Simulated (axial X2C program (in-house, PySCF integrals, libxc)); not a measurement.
# BrCuBr⁻: bond lengths and stretches, held linear

The task here is to estimate one member of a computed series from the others.

Computed with an in-house X2C program for linear molecules on PySCF integrals. Level: all-electron X2C, two-component (2c) or spin-free, Br dyall-av3z, Cu dyall-v3z.

All values are calculated.

1 further run of the same task is left out (set aside as unsound or not needed).

Set-up of the first run:

task.json reads:

```json
{"zs": [35, 29, 35], "q": -1, "bas": ["dyall-av3z", "dyall-v3z", "dyall-av3z"], "r0": [2.26, 2.26], "symm": 1, "scan": ["PBE0", "HF", "BHandHLYP"], "levels": ["PBE0", "HF", "BHandHLYP"], "nst": 2}
```

Keys: zs atomic numbers; q charge; bas basis sets; r0 starting distance in Å; symm equal bonds; scan levels of the two-bond scan (MP2 follows by itself at each HF point); levels methods; nst determinants followed.

On the command line:

```
> python solin.py task.json out
```

Masses Br 78.918, Cu 62.930, Br 78.918 u.

Steps of the session up to this table: Scan at PBE0, 2c; Scan at HF, 2c; Scan at BHandHLYP, 2c.

One table of the session follows, with a row left open; its other results are not shown here.

| level | r(Br–Cu) (Å) | r(Cu–Br) (Å) | lower stretch (cm⁻¹) | upper stretch (cm⁻¹) |
| --- | --- | --- | --- | --- |
| PBE0, 2c | 2.248 | 2.248 | 182.8 | 321.8 |
| HF, 2c | 2.366 | 2.366 | 144.7 | 256.5 |
| BHandHLYP, 2c | 2.281 | 2.281 | 174.4 | 308.0 |
| MP2, 2c | 2.195 | 2.195 | 195.0 | 348.9 |
| PBE0, spin-free | 2.247 | 2.247 | 183.1 | 322.3 |
| HF, spin-free | 2.365 | 2.365 | 145.1 | 257.4 |
| BHandHLYP, spin-free | ? | ? | ? | ? |
| MP2, spin-free | 2.194 | 2.194 | 195.3 | 349.3 |

Estimate the missing values for BHandHLYP, spin-free.

As computed: r(Br–Cu) (Å): 2.280; r(Cu–Br) (Å): 2.280; lower stretch (cm⁻¹): 174.8; upper stretch (cm⁻¹): 308.6. In the column «r(Br–Cu) (Å)» it lies between PBE0, 2c (2.248) and BHandHLYP, 2c (2.281).

Scans not shown above were run alike.

To keep in mind: For an anion the highest level of a functional can be positive, and the basis then holds the extra electron. The molecule was held linear; bending was not examined, so a bent shape may lie lower.
